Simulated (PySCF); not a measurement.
# WN2: structure of the singlet

Aim: relax WN2 as a singlet from a side-on start, check by its vibrations whether the end is a minimum, and collect its spectrum and constants.

The runs use PySCF 2.14.0; PBE0, basis W def2-TZVP with ECP60, N def2-TZVP, scalar-relativistic core potentials, no spin–orbit coupling, density fitting.

**1. Starting geometry**

3 atoms, charge 0, spin multiplicity 1.

Bond lengths: W1–N2 2.122 Å, W1–N3 2.122 Å, N2–N3 1.200 Å. Angles: N2–W1–N3 32.9°, W1–N2–N3 73.6°, W1–N3–N2 73.6°.

```xyz
3
charge 0 multiplicity 1
W     0.0000    0.0000    0.0000
N     0.6000    0.0000    2.0350
N    -0.6000    0.0000    2.0350
```

**2. The SCF at the typed geometry**

The steps below are one call of a driver around PySCF. For each, scf.py gives the equivalent set-up of the SCF; relaxations use the driver's own optimiser. After this first run the driver tries any further starts and a stability analysis.

Contents of scf.py:

```python
from pyscf import gto, scf, dft
mol = gto.M(atom='''
W      0.000000     0.000000     0.000000
N      0.600000     0.000000     2.034990
N     -0.600000     0.000000     2.034990''',
    basis={'W': 'def2-TZVP', 'N': 'def2-TZVP'},
    ecp={'W': 'def2-TZVP'},
    charge=0, spin=0)
mf = dft.RKS(mol, xc='PBE0')
mf.grids.atom_grid = (50, 194)
aux = {'W': 'def2-universal-JKFIT', 'N': 'def2-universal-JKFIT'}
mf = mf.density_fit(auxbasis=aux)
mf.conv_tol = 1e-08
mf.diis_space = 10
mf.max_cycle = 60
mf.init_guess = 'minao'
mf.verbose = 4
mf.kernel()
```

Command:

```
$ OMP_NUM_THREADS=2 python axn.py task.json out
```

The runs that follow: Relaxing the singlet from the side-on start; Hessian and properties; A spin-polarised start; Hessian and properties.

Before running it: what results should come out? Wanted: minimum; geometry; wavenumbers; dipole moment; highest occupied, lowest empty level; polar-tensor charge of W1; zero-point energy; atomisation energy; ⟨S²⟩.

As calculated:

| quantity | value |
| --- | --- |
| minimum | broken-symmetry (Ms = 0), C2v |
| geometry | N–N 1.338 Å, W–N 1.806 Å (×2); N–N–W 68.3° (×2), N–W–N 43.5° |
| wavenumbers (cm⁻¹) | 412 (a1), 855 (b2), 1243 (a1) |
| dipole moment | 3.56 D |
| highest occupied, lowest empty level (either spin) | -5.80, -2.92 eV |
| polar-tensor charge of W1 | +0.67 e |
| zero-point energy | 15.0 kJ/mol |
| entropy at 298.15 K | 269.5 J/(mol K) |
| atomisation energy (no zero-point energy) | 924 kJ/mol |
| ⟨S²⟩ | 0.444 |

What this shows: The molecule stays C2v, as typed, and the end point is a minimum. The determinant is spin-contaminated (⟨S²⟩ = 0.44 against 0.00), so it is no pure spin state. In the infrared the band at 1243 cm⁻¹ (a1) leads. Only this shape and spin were tried, so other structures or states may lie lower. With an element this heavy the missing spin–orbit coupling can shift these numbers.
